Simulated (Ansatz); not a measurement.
# AlCo: the cost of one run

Computed with Ansatz 0.2.0 (DFT PBEsol, frozen-core PAW and all-electron LAPW, scalar-relativistic unless said, unless a step's input says otherwise).

### Step 1. Starting point

Symmetry: Pm-3m, No. 221, cubic system. The conventional cell has a = 2.819 Å, b = 2.819 Å, c = 2.819 Å, α = 90.00°, β = 90.00°, γ = 90.00°. Al (site symmetry m-3m) is surrounded by 8 Co at 2.44 Å. Co (site symmetry m-3m) has 8 Al at 2.44 Å as nearest neighbours.

Structure file:

```xyz
2
Lattice="2.8194 0.0000 0.0000 0.0000 2.8194 0.0000 0.0000 0.0000 2.8194" Properties=species:S:1:pos:R:3 pbc="T T T"
Al    0.0000    0.0000    0.0000
Co    1.4097    1.4097    1.4097
```

Cartesian axes are those of the input's lattice vectors. The structure goes back to a database entry.

### Step 2. Cell and atoms relaxed, PAW

The input, input.yaml:

```yaml
crystal:
  lattice:
    - [2.81940321, 0.0, 0.0]
    - [0.0, 2.81940321, 0.0]
    - [0.0, 0.0, 2.81940321]
  atoms:
    - { symbol: Al, position: [0.0, 0.0, 0.0] }
    - { symbol: Co, position: [0.5, 0.5, 0.5] }
kpoints:
  mp_grid: { grid: [12, 12, 12] }
scf:
  occupations: { method: fermi_dirac, width: 0.1 }
hamiltonian:
  xc: pbesol
  pseudopotentials: { kind: paw }
relax:
  f_tol: 0.002
  max_steps: 80
  cell: {}
output:
  forces: true
  stress: true
```

Run with:

```
ansatz run input.yaml --threads 1 --pin off --max-ram 3072MiB --backend cpu --events-out ev --progress --plain --runs-dir out
```

**Question.** How long does this run take on 1 thread of Intel Xeon 6975P-C (Granite Rapids), shared host, and how much memory does it need?

About 4.1 s, with a peak of 0.38 GiB.
